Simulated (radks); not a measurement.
# Valence configurations of I

The task here is to estimate one member of a computed series from the others.

Method: scalar-relativistic Kohn-Sham, r2SCAN, spin-polarised, spherical densities, finite nucleus; open shells are filled with parallel spins first. Code: radks (a radial shooting solver on a logarithmic mesh, Libxc functionals) version 1.

## Starting point

- element: iodine (Z = 53)
- charge: 0
- electrons: 53
- configuration: [Kr] 4d10 5s2 5p5
- nuclear rms radius: 4.75 fm
- others tried: 4d9 5s2 5p6; 4d10 5s1 5p6; 4d9.5 5s2 5p5.5

The outer shells:

I
```
[Kr] core
4d [↑↓][↑↓][↑↓][↑↓][↑↓]
5s [↑↓]
5p [↑↓][↑↓][↑ ]
```

The first run:

Input:

```text
Z 53
configuration [Kr] 4d10 5s2 5p5
relativity scalar-relativistic
functional r2scan,r2scan
spin polarised
nucleus finite rms 4.75 fm
c 137.035999084
```

Steps of the session up to this table: [Kr] 4d10 5s2 5p5.

One of the session's tables, all rows but one given; the rest of the session is left out.

It belongs to the step «[Kr] 4d10 5s2 5p5». Radial moments (bohr):

```
  level     <r>  outermost maximum (interpolated)  90 % within  nodes
  4p up  0.7926                             0.715         1.16      2
4p down  0.7926                             0.715         1.16      2
  4d up  0.9221                             0.778         1.41      1
4d down       ?                                 ?            ?      ?
  5s up   1.983                              1.71         2.91      4
5s down   1.985                              1.71         2.92      4
  5p up   2.450                              2.03         3.68      3
5p down   2.477                              2.03         3.74      3
```

**Question.** Estimate the row for 4d down.

As computed: <r>: 0.9204; outermost maximum (interpolated): 0.778; 90 % within: 1.40; nodes: 1. In the column «<r>» it lies between 4p down (0.7926) and 4d up (0.9221).
